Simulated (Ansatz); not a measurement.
# GeNH4 (quartet): the correlation ladder at distance Ge1–H5 along a hydrogen transfer = 1.703 Å, cc-pVDZ

An exercise on one series of results from a longer session: the logs are not shown, and one member is left open.

The runs use Ansatz 0.2.0, Gaussian basis; cc-pVDZ, core rule «outside noble gas», up to 15 orbitals frozen.

To be run: UHF; CCSD(T) on ROHF; CCSD(T) on UHF; BCCD(T) on ROHF; CISD; CCSDT(Q) on ROHF; CCSDT(Q) on UHF; CASSCF and MRCISD+Q, 5 electrons in 5 orbitals; CASSCF and NEVPT2, 5 electrons in 5 orbitals.

10 further runs of the same task are left out: 2 for a mislabelled method, 8 that didn't finish.

**The geometry**

The geometry derives from fragments relaxed apart (PBE0/def2-TZVP) and kept rigid, so it is no stationary point. A hydrogen atom is moved between rigid fragments. No spin-orbit coupling is included. The filled d shell of Ge may be among the frozen orbitals whatever the setting's name suggests; the logs give the count.

6 atoms, charge 0, spin multiplicity 4.

Atoms are counted from 1 here; the program's logs count them from 0.

Bond lengths: Ge1–H2 1.534 Å, Ge1–H3 1.534 Å, Ge1–H4 1.534 Å, Ge1–H5 1.703 Å, H5–N6 1.266 Å. Angles: H2–Ge1–H3 109.5°, H2–Ge1–H4 109.5°, H2–Ge1–H5 109.5°, H3–Ge1–H4 109.5°, H3–Ge1–H5 109.5°, H4–Ge1–H5 109.5°, Ge1–H5–N6 180.0°.

The first run:

Contents of in.yaml:

```yaml
crystal:
  periodic: [false, false, false]
  atoms:
    - {symbol: Ge, position_ang: [-0.460483, 0.000000, 0.000000]}
    - {symbol: H, position_ang: [-0.971933, 1.446599, 0.000000]}
    - {symbol: H, position_ang: [-0.971933, -0.723300, 1.252792]}
    - {symbol: H, position_ang: [-0.971933, -0.723299, -1.252792]}
    - {symbol: H, position_ang: [1.242517, 0.000000, 0.000000]}
    - {symbol: N, position_ang: [2.508517, 0.000000, 0.000000]}
basis:
  gaussian: {orbitals: cc-pVDZ}
magnetization: {spin_polarized: true, initial_magnetization: 3}
hamiltonian: {xc: hf}
output: {orbitals: {seedname: orbitals}}
```

The run is started by

```console
$ ansatz run in.yaml --threads 1 --pin off --events-out ev --progress --plain --max-ram 2393MiB
```

Among the steps run: UHF; CCSD(T) on ROHF; CCSD(T) on UHF; BCCD(T) on ROHF; CISD; CCSDT(Q) on ROHF; CCSDT(Q) on UHF; CASSCF and MRCISD+Q, 5 electrons in 5 orbitals; CASSCF and NEVPT2, 5 electrons in 5 orbitals.

One table of the session follows, with a row left open; its other results are not shown here.

| method | from UCCSDT(Q) (meV) |
| --- | --- |
| ROHF | +7283.5 |
| UHF | +6918.7 |
| RMP2 | +1437.3 |
| UMP2 | +1447.1 |
| CISD | +739.7 |
| RCCSD | +176.5 |
| UCCSD | +167.4 |
| RCCSD(T) | +37.9 |
| UCCSD(T) | +35.2 |
| BCCD(T) | +37.5 |
| RCCSDT | +9.8 |
| UCCSDT | +6.3 |
| RCCSDT(Q) | +3.2 |
| UCCSDT(Q) | 0 |
| CASSCF pair | +6540.6 |
| NEVPT2 pair | ? |
| MRCISD pair | +621.7 |
| MRCISD+Q pair | +47.0 |

Estimate the missing values for NEVPT2 pair.

The run gave: from UCCSDT(Q) (meV): +1362.4. In the column «from UCCSDT(Q) (meV)» it lies between CISD (+739.7) and RMP2 (+1437.3).

Limits of these values: Restricted and unrestricted rows rest on different reference determinants; where their highest levels disagree by more than a few hundredths of an eV, they describe different states and don't form one ladder.
